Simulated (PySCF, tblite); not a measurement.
# C2H2Cl3F3Si: geometry, infrared bands and NMR shifts

Wanted: the infrared bands and NMR shifts of C2H2Cl3F3Si (`FC(F)(F)[SiH2]C(Cl)(Cl)Cl`), by calculation.

The runs use tblite 0.8.0 and PySCF 2.14.0, with density-fitted response routines of our own; the level of theory stands in each step. All values are computed, except where a source is named. Atoms are numbered from 0 throughout.

## (1) The molecule as given

11 atoms, charge 0, multiplicity 1; geometry from: force field or distance geometry start.

Bonds of the start (Å): F0–C1 1.34, C1–F2 1.35, C1–F3 1.35, C1–Si4 1.81, Si4–C5 1.82, C5–Cl6 1.78, C5–Cl7 1.77, C5–Cl8 1.80, Si4–H9 1.50, Si4–H10 1.50.

## (2) Optimising the geometry with GFN2-xTB

What the job is given:

```
{"job": {"kind": "relax", "xc": "GFN2-xTB", "basis": "xTB"}, "charge": 0, "multiplicity": 1}
F     -2.581900     0.378700    -0.624700
C     -1.501300    -0.312200    -0.234700
F     -1.361500    -1.363800    -1.076800
F     -1.791700    -0.827600     0.983300
Si    -0.021100     0.728500    -0.183400
C      1.426900    -0.244200     0.347800
Cl     1.196500    -0.878500     1.991400
Cl     1.763900    -1.578800    -0.770500
Cl     2.869100     0.833000     0.368500
H      0.229500     1.350800    -1.528500
H     -0.223000     1.916900     0.701800
```

Run with:

```
OMP_NUM_THREADS=1 python probes_run.py task.json out
```

One launch serves the whole session: the jobs run in the order shown.

**Question.** This job is followed by: GFN2-xTB harmonic vibrations, gas phase; GIAO PBE0/pcSseg-1 NMR shielding, non-relativistic, gas phase. What will the session give for the following? strongest single infrared mode (GFN2-xTB); zero-point energy (GFN2-xTB); 13C shifts against TMS (PBE0/pcSseg-1); 1H shifts against TMS (PBE0/pcSseg-1, means over atoms taken as alike); 19F shifts against CFCl3 (PBE0/pcSseg-1, means over atoms taken as alike); 29Si shifts against TMS (PBE0/pcSseg-1); 35Cl shifts against HCl (PBE0/pcSseg-1, means over atoms taken as alike); surface potential, 1st and 99th percentile.

The runs gave:

```
                                                                 quantity                  value
                                strongest single infrared mode (GFN2-xTB)  2352 cm⁻¹, 234 km/mol
                                             zero-point energy (GFN2-xTB)          23.4 kcal/mol
                                   13C shifts against TMS (PBE0/pcSseg-1)       136.0, 108.7 ppm
   1H shifts against TMS (PBE0/pcSseg-1, means over atoms taken as alike)               4.59 ppm
19F shifts against CFCl3 (PBE0/pcSseg-1, means over atoms taken as alike)              -69.4 ppm
                                  29Si shifts against TMS (PBE0/pcSseg-1)              -35.6 ppm
 35Cl shifts against HCl (PBE0/pcSseg-1, means over atoms taken as alike)                443 ppm
                                    surface potential, 1st and 99th percentile     -0.55 V and 1.68 V
```

In words: Relaxing lowered the energy by 0.423 eV in 40 steps; the close pair that moved most is C1–Si4, from 1.810 to 1.954 Å. All 27 modes are real, so the xTB geometry is a minimum. The strongest single mode, at 2352 cm⁻¹, moves mainly H9 and H10. GFN2-xTB is a fitted tight-binding method: band positions and strengths are rough. Its intensities can rank the bands wrongly. C5 stands next to heavy halogen, whose spin-orbit shielding this run leaves out, so the computed shift lies too far downfield, most of all for carbon beside Br or I. At PBE0/pcSseg-1: Shielding is most anisotropic at Cl6, Cl7, Cl8 (span 773 ppm, paramagnetic term -638 ppm). At PBE0/pcSseg-1, counted by nearest atom on the grid, the HOMO lies on Cl6, Cl7, Cl8 about 22 % each; C5 16 %, the LUMO on C5 24 %; Cl6, Cl7, Cl8 about 18 % each.
